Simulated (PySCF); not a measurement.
# LiCd: from the state search to spectroscopic constants

The task here is to estimate one member of a computed series from the others.

Computed with PySCF 2.14.0. Level: Li def2-SVP, Cd def2-SVP with ECP28, scalar-relativistic core potentials.

The first run:

Settings of the job:

```yaml
atoms: Li, Cd
charge: 0
basis: Li def2-SVP, Cd def2-SVP with ECP28
Hamiltonian: scalar-relativistic core potentials
basis_functions: 40
electrons_treated: 23
masses_in_u: 7.0160, 113.9034
levels: PBE0, PBE, r²SCAN, BP86, MN15, PW91, HF, MP2, SCS-MP2, CCSD, CCSD(T)
grid: 80 radial by 434 angular points
occupations: held fixed by the projection of orbital angular momentum
dissociation_limit: Li + Cd, each in its ground configuration
starting_distance_in_angstrom: 2.685
values_of_2S_to_try: 1, 3
```

The run is started by

```console
$ OMP_NUM_THREADS=1 python dia.py task.json out
```

Among the steps run: Input; PBE0 along the bond; Excited determinants; PBE (GGA); r²SCAN (meta-GGA); BP86 (GGA); MN15; PW91; UHF (mean field); MP2 and coupled cluster.

One of the session's tables, all rows but one given; the rest of the session is left out.

It belongs to the step «Constants by level of theory». 

| level | Re (Å) | ωe (cm⁻¹) | De (eV) |
| --- | --- | --- | --- |
| UHF-CCSD | 3.427 | 66.2 | 0.038 |
| UHF-CCSD(T) | ? | ? | ? |
| PBE | 3.046 | 155.4 | 0.198 |
| PW91 | 3.022 | 161.7 | 0.216 |
| BP86 | 3.045 | 154.9 | 0.189 |
| r²SCAN | 3.026 | 164.1 | 0.242 |
| PBE0 | 3.088 | 145.9 | 0.165 |
| MN15 | 2.880 | 231.0 | 0.496 |

Q: Estimate the row for UHF-CCSD(T) from the others.

As computed: Re (Å): 3.381; ωe (cm⁻¹): 72.7; De (eV): 0.045. In the column «Re (Å)» it lies between PBE0 (3.088) and UHF-CCSD (3.427).

De is counted to Li + Cd in their ground configurations. No constants: UHF (no minimum is bracketed among the points kept); UHF-MP2 (no minimum is bracketed among the points kept); UHF-SCS-MP2 (no minimum is bracketed among the points kept).

Limits of these values: The bond is weak, and basis-set superposition, which was not computed, may be a sizeable part of it.
